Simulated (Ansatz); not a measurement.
**FH4N2STa: basis-set convergence**

An exercise on one series of results from a longer session: the logs are not shown, and one member is left open.

Method: one geometry, several basis sets; program: Ansatz 0.2.0, Gaussian basis.

The runs, in order: PBE0-D4/def2-SVP; ωB97M-V/def2-SVP; PBE0-D4/def2-QZVPP; ωB97M-V/def2-QZVPP; the functionals' def2-TZVPP values are taken from earlier runs.

## The relaxed structure

The geometry comes from an earlier relaxation with PBE0-D4 in a triple-zeta def2 set; it is a stationary point, not always the lowest conformer. Ta takes the def2 core potential; no spin-orbit term is included.

9 atoms, charge 0, spin multiplicity 1.

Atoms are counted from 1 here; the program's logs count them from 0.

Bond lengths: N1–Ta2 1.965 Å, N1–H6 1.009 Å, N1–H7 1.011 Å, Ta2–N3 1.965 Å, Ta2–F4 1.884 Å, Ta2–S5 2.163 Å, N3–H8 1.011 Å, N3–H9 1.009 Å. Angles: Ta2–N1–H6 124.9°, Ta2–N1–H7 124.7°, H6–N1–H7 110.4°, N1–Ta2–N3 111.3°, N1–Ta2–F4 108.3°, N1–Ta2–S5 107.8°, N3–Ta2–F4 108.3°, N3–Ta2–S5 107.8°, F4–Ta2–S5 113.3°, Ta2–N3–H8 124.8°, Ta2–N3–H9 124.8°, H8–N3–H9 110.3°.

The first run:

Contents of in.yaml:

```yaml
crystal:
  periodic: [false, false, false]
  atoms:
    - {symbol: N, position_ang: [-1.131848, 1.196701, -0.316038]}
    - {symbol: Ta, position_ang: [0.444455, 0.035135, -0.478404]}
    - {symbol: N, position_ang: [0.467189, -1.336659, 0.928143]}
    - {symbol: F, position_ang: [0.371702, -0.831684, -2.150053]}
    - {symbol: S, position_ang: [2.204624, 1.267603, -0.229437]}
    - {symbol: H, position_ang: [-1.100505, 2.195024, -0.172612]}
    - {symbol: H, position_ang: [-2.088691, 0.871088, -0.313353]}
    - {symbol: H, position_ang: [-0.278827, -1.995968, 1.102154]}
    - {symbol: H, position_ang: [1.200300, -1.447642, 1.612603]}
basis:
  gaussian: {orbitals: def2-SVP}
hamiltonian: {xc: pbe0, dispersion: d4}
output: {orbitals: {seedname: orbitals}}
```

Among the steps run: PBE0-D4 in def2-SVP; ωB97M-V in def2-SVP; PBE0-D4 in def2-QZVPP; ωB97M-V in def2-QZVPP.

One table of the session follows, with a row left open; its other results are not shown here.

It belongs to the step «Density functionals: the series». 

| functional | basis | HOMO (eV) |
| --- | --- | --- |
| PBE0-D4 | def2-SVP | -7.39 |
| PBE0-D4 | def2-TZVPP | -7.42 |
| PBE0-D4 | def2-QZVPP | -7.46 |
| ωB97M-V | def2-SVP | -9.49 |
| ωB97M-V | def2-TZVPP | -9.54 |
| ωB97M-V | def2-QZVPP | ? |

Q: Estimate the row for ωB97M-V, def2-QZVPP from the others.

The run gave: HOMO (eV): -9.59. In the column «HOMO (eV)» it is the lowest.
